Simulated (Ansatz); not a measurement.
**YAl3Ag: one candidate structure**

Aim: relax YAl3Ag from this start, structure listed in a database for this formula (Imm2, No. 44), and see where it ends.

Method: DFT PBEsol, scalar-relativistic, plane waves, PAW, in Ansatz 0.2.0.

## (1) The structure to begin with

It takes space group Imm2 (No. 44, orthorhombic). The conventional cell has a = 4.186 Å, b = 4.204 Å, c = 11.325 Å, α = 90.00°, β = 90.00°, γ = 90.00°. Y (site symmetry mm2) has 12 Al at 3.22 to 3.53 Å and 4 Ag at 3.52 to 3.53 Å in its first shell of neighbours. Al (site symmetry mm2) has 4 Al at 2.63 Å and 4 Ag at 2.97 Å in its first shell of neighbours. Al (site symmetry mm2) has 3 Al at 2.49 to 2.63 Å and 2 Ag at 2.63 Å and 4 Y at 3.22 Å in its first shell of neighbours. Ag (site symmetry mm2) has 8 Al at 2.63 to 2.97 Å in its first shell of neighbours.

As a file:

```cif
data_structure
_symmetry_space_group_name_H-M 'P 1'
_symmetry_Int_Tables_number 1
_cell_length_a 6.3924
_cell_length_b 6.3924
_cell_length_c 6.3924
_cell_angle_alpha 141.777
_cell_angle_beta 141.607
_cell_angle_gamma 55.293
_cell_volume 99.64
loop_
_atom_site_label
_atom_site_type_symbol
_atom_site_fract_x
_atom_site_fract_y
_atom_site_fract_z
_atom_site_occupancy
Y1 Y 0.00014 0.00014 0.00000 1
Al1 Al 0.24985 0.74985 0.50000 1
Al2 Al 0.60966 0.60966 0.00000 1
Al3 Al 0.39014 0.39014 0.00000 1
Ag1 Ag 0.75020 0.25020 0.50000 1
```

(A quick probe on a coarse mesh, which set the mesh and smearing, is not shown.)

## (3) Full relaxation

File input.yaml:

```yaml
crystal:
  lattice:
    - [-2.0929465, 2.101867, 5.662582]
    - [2.0929465, -2.101867, 5.662582]
    - [2.0929465, 2.101867, -5.662582]
  atoms:
    - { symbol: "Y", position: [0.000139, 0.000139, 0.0] }
    - { symbol: Al, position: [0.2498515, 0.7498515, 0.5] }
    - { symbol: Al, position: [0.609663, 0.609663, 0.0] }
    - { symbol: Al, position: [0.390141, 0.390141, 0.0] }
    - { symbol: Ag, position: [0.750203, 0.250203, 0.5] }
basis:
  ecutwfc: 420
kpoints:
  mp_grid: { grid: [12, 12, 12] }
hamiltonian:
  xc: pbesol
scf:
  occupations: { method: gaussian, width: 0.1 }
output:
  forces: true
  stress: true
  eigenvalues: true
relax:
  adjacent_minimum: "off"
  f_tol: 0.01
  max_steps: 80
  cell: { stress_tol: 0.05 }
```

Started as:

```
$ ansatz run input.yaml --threads 1 --pin off --max-ram 2560MiB --backend cpu --events-out ev --progress --plain --runs-dir out
```

Q: Predict the outcome of this session.

The runs gave:

Formation energies count from the elements, computed with the same settings in runs not shown here.

| quantity | value |
| --- | --- |
| cell (conventional) | a = 4.127 Å, b = 4.127 Å, c = 11.255 Å, α = 90.00°, β = 90.00°, γ = 90.00° |
| space group | I-4m2 (No. 119) |
| volume | 19.17 Å³/atom |
| gap on the mesh | none (metal) |
| formation energy from the elements | -0.368 eV/atom |

In words: The structure ended in another space group than at the start: Imm2 to I-4m2. With -0.37 eV/atom it lies under the elements, which doesn't yet make it stable against other compounds of them.
